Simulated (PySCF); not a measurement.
# C₈H₈S₂Si: NMR shifts

Wanted: the NMR shifts of C₈H₈S₂Si (`[SiH3]Sc1ccc2sccc2c1`), by calculation.

Programs: PySCF 2.14.0, with density-fitted response routines of our own. Each step states its level of theory. These are calculated values for one molecule in the gas phase, unless marked as measured. Atoms count from 0, in the outputs and in this text.

## Step 1: Starting geometry

19 atoms, charge 0, multiplicity 1; geometry from: GFN2-xTB.

Bonds of the start (Å): Si0–S1 2.14, S1–C2 1.79, C2–C3 1.40, C3–C4 1.38, C4–C5 1.39, C5–S6 1.74, S6–C7 1.73, C7–C8 1.35, C8–C9 1.43, C9–C10 1.39, C10–C2 1.38, C9–C5 1.41, Si0–H11 1.45, Si0–H12 1.46, Si0–H13 1.46, C3–H14 1.08, C4–H15 1.08, C7–H16 1.07, C8–H17 1.08, C10–H18 1.08.

## Step 2: NMR shieldings: PBE0/pcSseg-1

Job settings and geometry (Å):

```
{"job": {"kind": "nmr", "xc": "PBE0", "basis": "pcSseg-1"}, "charge": 0, "multiplicity": 1}
Si     3.516993    -0.492310    -0.503280
S      2.391503    -1.008052     1.247060
C      0.761619    -0.702015     0.584066
C      0.096517    -1.730972    -0.085844
C     -1.165401    -1.528213    -0.600837
C     -1.755598    -0.283887    -0.434365
S     -3.325747     0.216646    -0.991136
C     -3.084153     1.794936    -0.318792
C     -1.892439     1.944675     0.294187
C     -1.097516     0.760401     0.244776
C      0.180491     0.535084     0.756088
H      4.888765    -0.701962    -0.079463
H      3.096571    -1.376848    -1.583531
H      3.216407     0.895523    -0.834782
H      0.582483    -2.688538    -0.191925
H     -1.685517    -2.316726    -1.121743
H     -3.867115     2.520230    -0.427415
H     -1.571649     2.852923     0.772106
H      0.703983     1.318356     1.282531
```

Level: GIAO PBE0/pcSseg-1 NMR shielding, non-relativistic, gas phase.

Standard output:

```text
coarse grid: 18520 points
cycle   1  E = -1394.5992162978  dE =  2.066e+00  |g| = 3.659e-01  |ddm| = 4.816e+00
cycle   2  E = -1394.5878632004  dE =  1.135e-02  |g| = 4.225e-01  |ddm| = 1.085e+00
cycle   3  E = -1394.6347592629  dE = -4.690e-02  |g| = 1.055e-01  |ddm| = 6.318e-01
cycle   4  E = -1394.6375914592  dE = -2.832e-03  |g| = 4.267e-02  |ddm| = 1.853e-01
cycle   5  E = -1394.6380356173  dE = -4.442e-04  |g| = 1.212e-02  |ddm| = 5.258e-02
cycle   6  E = -1394.6380730593  dE = -3.744e-05  |g| = 3.370e-03  |ddm| = 1.834e-02
cycle   7  E = -1394.6380755592  dE = -2.500e-06  |g| = 1.270e-03  |ddm| = 5.290e-03
final grid: 168064 points
cycle   8  E = -1394.7074940192  dE = -2.764e-05  |g| = 1.023e-02  |ddm| = 6.081e-02
cycle   9  E = -1394.7074607710  dE =  3.325e-05  |g| = 1.483e-02  |ddm| = 3.222e-02
cycle  10  E = -1394.7075202720  dE = -5.950e-05  |g| = 1.946e-03  |ddm| = 2.217e-02
cycle  11  E = -1394.7075213230  dE = -1.051e-06  |g| = 4.256e-04  |ddm| = 2.769e-03
cycle  12  E = -1394.7075213691  dE = -4.613e-08  |g| = 9.791e-05  |ddm| = 5.448e-04
cycle  13  E = -1394.7075213711  dE = -1.982e-09  |g| = 3.768e-05  |ddm| = 1.406e-04
cycle  14  E = -1394.7075213715  dE = -3.411e-10  |g| = 8.584e-06  |ddm| = 5.372e-05
converged SCF energy = -1394.7075213715

GIAO shielding tensors (ppm)
atom      isotropic    diamagn.    paramagn.     s11        s22        s33       span
  0 Si     393.194     879.101    -485.907    335.010    388.756    455.815    120.805
  1 S      611.043    1057.362    -446.319    403.471    525.837    903.821    500.351
  2 C       51.312     263.268    -211.956    -44.574     44.448    154.061    198.635
  3 C       50.481     251.911    -201.430    -49.393     46.170    154.667    204.060
  4 C       58.284     250.782    -192.498    -42.638     44.747    172.744    215.382
  5 C       38.942     263.471    -224.529    -30.145      3.362    143.607    173.752
  6 S      321.685    1055.840    -734.155    180.552    381.077    403.425    222.873
  7 C       50.400     264.318    -213.918    -42.091     52.186    141.105    183.196
  8 C       58.778     246.712    -187.934    -24.435     57.655    143.116    167.551
  9 C       42.226     254.268    -212.042    -35.924      9.966    152.636    188.561
 10 C       50.341     249.283    -198.942    -43.961     44.111    150.872    194.833
 11 H       26.991      28.198      -1.207     23.728     23.762     33.484      9.757
 12 H       27.165      29.140      -1.975     22.801     26.402     32.292      9.491
 13 H       27.224      29.280      -2.056     22.840     26.622     32.210      9.371
 14 H       23.801      32.542      -8.741     18.800     23.306     29.297     10.496
 15 H       23.645      30.802      -7.157     18.206     24.469     28.259     10.052
 16 H       24.334      29.813      -5.479     20.777     25.090     27.135      6.359
 17 H       24.235      30.985      -6.750     19.791     25.290     27.625      7.834
 18 H       23.234      33.685     -10.451     17.502     22.455     29.744     12.242
```

Wall time 52 s (1 thread, shared host).

The references, computed at this level on geometries of the same kind, shield at (ppm): 1H TMS 31.72, 13C TMS 186.9, 29Si TMS 349.2, 33S CS2 504. Their shielding less the atom's gives the shift. The references are single molecules in the gas phase. Atoms listed in one row are averaged.

```csv
atoms,environment,σ (ppm),δ (ppm),δ scaled to CDCl3
C5,ring-fusion aromatic carbon,38.9,148.0,138.1
C9,ring-fusion aromatic carbon,42.2,144.7,139.3
C10,aromatic CH,50.3,136.6,131.4
C7,aromatic CH next to the ring sulfur,50.4,136.5,126.9
C3,aromatic CH,50.5,136.4,131.3
C2,aromatic carbon bearing sulfur,51.3,135.6,126.0
C4,aromatic CH,58.3,128.6,123.6
C8,aromatic CH,58.8,128.1,123.2
H18,hydrogen on an aromatic CH,23.23,8.48,8.10
H15,hydrogen on an aromatic CH,23.64,8.07,7.72
H14,hydrogen on an aromatic CH,23.80,7.92,7.57
H17,hydrogen on an aromatic CH,24.24,7.48,7.16
H16,hydrogen on an aromatic CH next to the ring sulfur,24.33,7.38,7.07
"H11, H12, H13",hydrogen on a silicon bonded to S,27.13,4.59,–
Si0,"silicon bonded to S, 3 H",393.2,-44.0,–
S6,aromatic ring sulfur,322,182,–
S1,"sulfur bonded to C, Si",611,-107,–
```

The scaled column applies a straight-line fit of computed shieldings to shifts measured in CDCl3, with any fitted terms for Cl, Br or S neighbours (root-mean-square error 0.16 ppm for H, 1.9 ppm for C).

The run also stored atomic charges by several schemes (e):

```csv
atoms,Mulliken,IAO,Hirshfeld,ESP fit
Si0,0.50,0.56,0.29,0.32
S1,-0.16,-0.15,-0.08,-0.30
C2,-0.46,-0.11,-0.02,0.26
C3,0.07,-0.16,-0.06,-0.26
C4,0.02,-0.15,-0.05,-0.15
C5,-0.36,-0.13,-0.02,-0.11
S6,0.31,0.30,0.09,0.02
C7,-0.25,-0.29,-0.07,-0.20
C8,0.02,-0.19,-0.07,-0.43
C9,-0.08,-0.01,-0.02,0.41
C10,0.17,-0.15,-0.05,-0.38
```

Mayer bond orders: Si0–S1 0.93, S1–C2 1.11, C2–C3 1.31, C3–C4 1.49, C4–C5 1.36, C5–S6 1.11, S6–C7 1.11, C7–C8 1.64, C8–C9 1.18, C9–C10 1.30, C10–C2 1.40, C9–C5 1.28.

## Step 3: Outcome

| quantity | value |
| --- | --- |
| 13C shifts against TMS (PBE0/pcSseg-1) | 148.0, 144.7, 136.6, 136.5, 136.4, 135.6, 128.6, 128.1 ppm |
| 1H shifts against TMS (PBE0/pcSseg-1, means over atoms taken as alike) | 8.48, 8.07, 7.92, 7.48, 7.38, 4.59 ppm |
| 29Si shifts against TMS (PBE0/pcSseg-1) | -44.0 ppm |
| 33S shifts against CS2 (PBE0/pcSseg-1) | 182, -107 ppm |

At PBE0/pcSseg-1: The widest tensor belongs to S1: span 500 ppm, with a paramagnetic part of -446 ppm.
